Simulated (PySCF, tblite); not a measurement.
# C₄H₁₁AsSi₂: geometry, infrared bands and NMR shifts

Wanted: the infrared bands and NMR shifts of C₄H₁₁AsSi₂ (`[SiH3]CC#CC[SiH2][AsH2]`), by calculation.

Programs: tblite 0.8.0 and PySCF 2.14.0, with density-fitted response routines of our own. Each step states its level of theory. These are calculated values for one molecule in the gas phase, unless marked as measured. Atoms count from 0, in the outputs and in this text.

## Step 1: Starting geometry

18 atoms, charge 0, multiplicity 1; geometry from: force field or distance geometry start.

Bonds of the start (Å): Si0–C1 1.86, C1–C2 1.45, C2–C3 1.23, C3–C4 1.46, C4–Si5 1.87, Si5–As6 2.26, Si0–H7 1.47, Si0–H8 1.48, Si0–H9 1.47, C1–H10 1.11, C1–H11 1.11, C4–H12 1.11, C4–H13 1.12, Si5–H14 1.49, Si5–H15 1.49, As6–H16 1.53, As6–H17 1.53.

## Step 2: Geometry optimisation with GFN2-xTB

The job: settings as JSON, then the geometry in Å.

```
{"job": {"kind": "relax", "xc": "GFN2-xTB", "basis": "xTB"}, "charge": 0, "multiplicity": 1}
Si     3.282400     0.650800     0.001700
C      2.567400    -1.068200    -0.093500
C      1.173700    -1.009000    -0.490600
C     -0.007500    -0.943600    -0.828500
C     -1.427600    -0.884600    -1.181600
Si    -2.376300    -0.083800     0.212600
As    -3.426000     1.826400    -0.394600
H      4.230400     0.698100     1.122600
H      2.177600     1.599000     0.287100
H      3.982000     0.987000    -1.248200
H      3.084900    -1.679000    -0.864300
H      2.697900    -1.507500     0.920500
H     -1.774700    -1.923500    -1.352000
H     -1.511500    -0.284600    -2.118800
H     -1.343100     0.290500     1.224000
H     -3.214700    -1.123900     0.863400
H     -3.636100     2.071500    -1.890500
H     -4.487500     2.390900     0.554300
```

Launch:

```
$ OMP_NUM_THREADS=1 python probes_run.py task.json out
```

The driver reads the jobs from task.json and runs them one after another.

**Question.** This job is followed by: GFN2-xTB harmonic vibrations, gas phase; GIAO PBE0/pcSseg-1 NMR shielding, non-relativistic, gas phase. What will the session give for the following? strongest single infrared mode (GFN2-xTB); zero-point energy (GFN2-xTB); 13C shifts against TMS (PBE0/pcSseg-1); 1H shifts against TMS (PBE0/pcSseg-1, means over atoms taken as alike); 29Si shifts against TMS (PBE0/pcSseg-1); 75As shifts against AsH3 (PBE0/pcSseg-1); surface potential, 1st and 99th percentile.

As calculated:

| quantity | value |
| --- | --- |
| strongest single infrared mode (GFN2-xTB) | 1887 cm⁻¹, 763 km/mol |
| zero-point energy (GFN2-xTB) | 73.9 kcal/mol |
| 13C shifts against TMS (PBE0/pcSseg-1) | 86.3, 82.1, 1.0, 0.4 ppm |
| 1H shifts against TMS (PBE0/pcSseg-1, means over atoms taken as alike) | 4.54, 4.16, 1.97, 1.86, 1.65 ppm |
| 29Si shifts against TMS (PBE0/pcSseg-1) | -45.6, -70.1 ppm |
| 75As shifts against AsH3 (PBE0/pcSseg-1) | -39 ppm |
| surface potential, 1st and 99th percentile | -0.85 V and 0.94 V |

**Reading.** Relaxing lowered the energy by 1.791 eV in 198 steps; the close pair that moved most is Si5–As6, from 2.263 to 2.323 Å. The lowest mode is imaginary (21i cm⁻¹), so the xTB geometry is not a minimum. The strongest single mode, at 1887 cm⁻¹, moves mainly H17. Unscaled tight-binding wavenumbers are off by several per cent, some by more. Its intensities can rank the bands wrongly. At PBE0/pcSseg-1: The widest tensor belongs to As6: span 327 ppm, with a paramagnetic part of -851 ppm. Spin-orbit coupling is left out, which matters for shieldings and couplings at and beside the heavy atoms.
